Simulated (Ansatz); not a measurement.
# Ni2Ge: the cost of one run

Computed with Ansatz 0.2.0 (DFT PBEsol, scalar-relativistic, plane waves, PAW, unless a step's input says otherwise).

## Step 1: Starting point

It takes space group Pnma (No. 62, orthorhombic). Conventional cell: a = 5.049 Å, b = 3.788 Å, c = 7.181 Å, α = 90.00°, β = 90.00°, γ = 90.00°. Around Ni (site symmetry m) lie 5 Ge at 2.34 to 2.73 Å and 8 Ni at 2.60 to 2.74 Å. Around Ni (site symmetry m) lie 5 Ge at 2.39 to 2.60 Å and 8 Ni at 2.59 to 2.74 Å. Ge (site symmetry m) is surrounded by 9 Ni at 2.34 to 2.60 Å.

Coordinates:

```
Ni Ge
1.0
     5.04870    0.00000    0.00000
     0.00000    3.78812    0.00000
     0.00000    0.00000    7.18087
Ni Ge
8 4
Direct
  0.17253 0.75000 0.43967
  0.82747 0.25000 0.56033
  0.67253 0.75000 0.06033
  0.32747 0.25000 0.93967
  0.54457 0.75000 0.70978
  0.45543 0.25000 0.29022
  0.04457 0.75000 0.79022
  0.95543 0.25000 0.20978
  0.20910 0.75000 0.11265
  0.79090 0.25000 0.88735
  0.70910 0.75000 0.38735
  0.29090 0.25000 0.61265
```

It goes back to an entry of the Materials Project, which need not be the stable form.

This cell was relaxed beforehand with the same method: volume 11.44 Å³/atom, gap on the mesh none (metal).

## Step 2: Point at V/V0 = 0.97

input.yaml

```yaml
crystal:
  lattice:
    - [4.9976981402, 0.0, 0.0]
    - [0.0, 3.7498516646, 0.0]
    - [0.0, 0.0, 7.1083348329]
  atoms:
    - { symbol: Ni, position: [0.1725304127, 0.75, 0.4396650875] }
    - { symbol: Ni, position: [0.8274695873, 0.25, 0.5603349125] }
    - { symbol: Ni, position: [0.6725304127, 0.75, 0.0603349125] }
    - { symbol: Ni, position: [0.3274695873, 0.25, 0.9396650875] }
    - { symbol: Ni, position: [0.544566594, 0.75, 0.709782785] }
    - { symbol: Ni, position: [0.455433406, 0.25, 0.290217215] }
    - { symbol: Ni, position: [0.044566594, 0.75, 0.790217215] }
    - { symbol: Ni, position: [0.955433406, 0.25, 0.209782785] }
    - { symbol: Ge, position: [0.2091041108, 0.75, 0.1126476264] }
    - { symbol: Ge, position: [0.7908958892, 0.25, 0.8873523736] }
    - { symbol: Ge, position: [0.7091041108, 0.75, 0.3873523736] }
    - { symbol: Ge, position: [0.2908958892, 0.25, 0.6126476264] }
basis:
  ecutwfc: 420
kpoints:
  mp_grid: { grid: [8, 10, 6] }
hamiltonian:
  xc: pbesol
scf:
  occupations: { method: gaussian, width: 0.1 }
output:
  forces: true
  stress: true
  eigenvalues: true
  write_density: true
  write_potential: true
  elf: true
  volumetric_format: npy
relax:
  adjacent_minimum: "off"
  f_tol: 0.01
  max_steps: 30
  cell: { stress_tol: 0.1, fix: [volume] }
```

The run is started by

```console
> ansatz run input.yaml --threads 2 --pin off --max-ram 5120MiB --backend cpu --events-out ev --progress --plain --runs-dir out
```

Q: Estimate wall time and peak memory on 2 threads of AMD EPYC 9R45 (Zen 5), shared host.

About 1.8 min, with a peak of 1.6 GiB.
